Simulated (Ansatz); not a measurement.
Consider an atomisation energy of C2H3ClGe, SMILES Cl[C]1=[CH][GeH2]1 (Ansatz 0.2.0, Python API).

Script `run_tae.py`:
```python
# -*- coding: utf-8 -*-
"""Energy to split C2H3ClGe into its atoms."""

from collections import Counter

import ansatz as az

params = {
    "basis": "def2-SVP",
    "xc": "r2scan0",
}


def energy_of(molecule, charge=0, unpaired=0):
    calc = molecule.calculation().basis(gaussian=params["basis"]).functional(params["xc"])
    if charge:
        calc = calc.charge(charge)
    if unpaired:
        calc = calc.spin("collinear", total=unpaired)
    return calc.run().report["free_energy_ev"]

GEOMETRY = """
Cl   -1.49420   -2.15340    0.87860
C    -0.47730   -0.82680    0.33610
C     0.86690   -0.36770    0.15080
Ge   -0.26520    0.85270   -0.37260
H     1.95680   -0.60000    0.25810
H    -0.29560    2.05670    0.61100
H    -0.23010    0.97030   -1.90770
"""

system = az.Crystal.molecule()
for line in GEOMETRY.strip().splitlines():
    symbol, *xyz = line.split()
    system = system.atom(symbol, [float(v) for v in xyz])

# unpaired electrons of the ground-state atoms
unpaired = {"Cl": 1, "C": 2, "Ge": 2, "H": 1}
counts = Counter(site.symbol for site in system.cartesian_sites)
atom_energy = {s: energy_of(az.Crystal.molecule().atom(s, (0, 0, 0)), 0, unpaired[s]) for s in counts}
whole = energy_of(system, 0, 0)
for s, e in atom_energy.items():
    print(f"{s:2s} x{counts[s]}  {e:14.5f} eV")
print(f"C2H3ClGe: {whole:.5f} eV")
split = sum(counts[s] * e for s, e in atom_energy.items()) - whole
print(f"atomisation energy (no zero-point term): {split:.3f} eV, {split / sum(counts.values()):.3f} eV an atom")
```

What does it cost to take this molecule apart into atoms?

22.836 eV from the electronic energies, without the zero-point term.

The output:

Running `python run_tae.py` prints:
```text
Cl x1    -12516.15069 eV
C  x2     -1028.27257 eV
Ge x1    -56508.00678 eV
H  x3       -13.58464 eV
C2H3ClGe: -71144.29255 eV
atomisation energy (no zero-point term): 22.836 eV, 3.262 eV an atom
```

Notes:
- Total energies depend on the basis set; only differences at equal settings carry meaning.
- The geometry is a force-field or estimated start, not a minimum of this method, and the basis set is short of its limit. All parts are taken at fixed geometry, without zero-point energy.
- Finished in 8.5 s on 1 thread of Arm Neoverse V2 (shared host), peak memory 0.26 GiB.

(A comment or docstring line of the script was reworded after the run, the code is as it ran; lines on the test bed's own set-up are left out of the output.)
